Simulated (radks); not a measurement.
# Valence configurations of Sn³⁺

An exercise on one series of results from a longer session: the logs are not shown, and one member is left open.

Method: scalar-relativistic Kohn-Sham, PBE, spin-polarised, spherical densities, point nucleus; open shells are filled with parallel spins first. Code: radks (a radial shooting solver on a logarithmic mesh, Libxc functionals) version 1.

## The atom as given

| Item | Value |
| --- | --- |
| element | tin (Z = 50) |
| charge | +3 |
| electrons | 47 |
| configuration | [Kr] 4d10 5s1 |
| others tried | 4d9 5s1 5p1; 4d9.5 5s1 5p0.5; 4d9.5 5s0.5 5p1; 4d9 5s2; 4d8 5s1 5p2; 4d10 5p1; 4d8.5 5s1 5p1.5; 4d9.5 5s1.5; 4d8 5s2 5p1 |

The outer shells:

Sn³⁺
```
[Kr] core
4d [↑↓][↑↓][↑↓][↑↓][↑↓]
5s [↑ ]
```

The first run:

The run's settings:

```text
Z 50
configuration [Kr] 4d10 5s1
relativity scalar-relativistic
functional pbe,pbe
spin polarised
nucleus point
c 137.035999084
```

Steps of the session up to this table: [Kr] 4d10 5s1.

One table of the session follows, with a row left open; its other results are not shown here.

It belongs to the step «[Kr] 4d10 5s1». Radial moments (bohr):

| level | <r> | outermost maximum (interpolated) | 90 % within | nodes |
| --- | --- | --- | --- | --- |
| 4s up | ? | ? | ? | ? |
| 4s down | 0.8181 | 0.746 | 1.18 | 3 |
| 4p up | 0.8853 | 0.788 | 1.30 | 2 |
| 4p down | 0.8841 | 0.788 | 1.30 | 2 |
| 4d up | 1.084 | 0.886 | 1.68 | 1 |
| 4d down | 1.077 | 0.885 | 1.66 | 1 |
| 5s up | 2.118 | 1.89 | 3.05 | 4 |
| 5s down | 2.112 | 1.89 | 3.04 | 4 |

Q: Estimate the row for 4s up from the others.

The run gave: <r>: 0.8185; outermost maximum (interpolated): 0.746; 90 % within: 1.18; nodes: 3. In the column «<r>» it lies between 4s down (0.8181) and 4p down (0.8841).
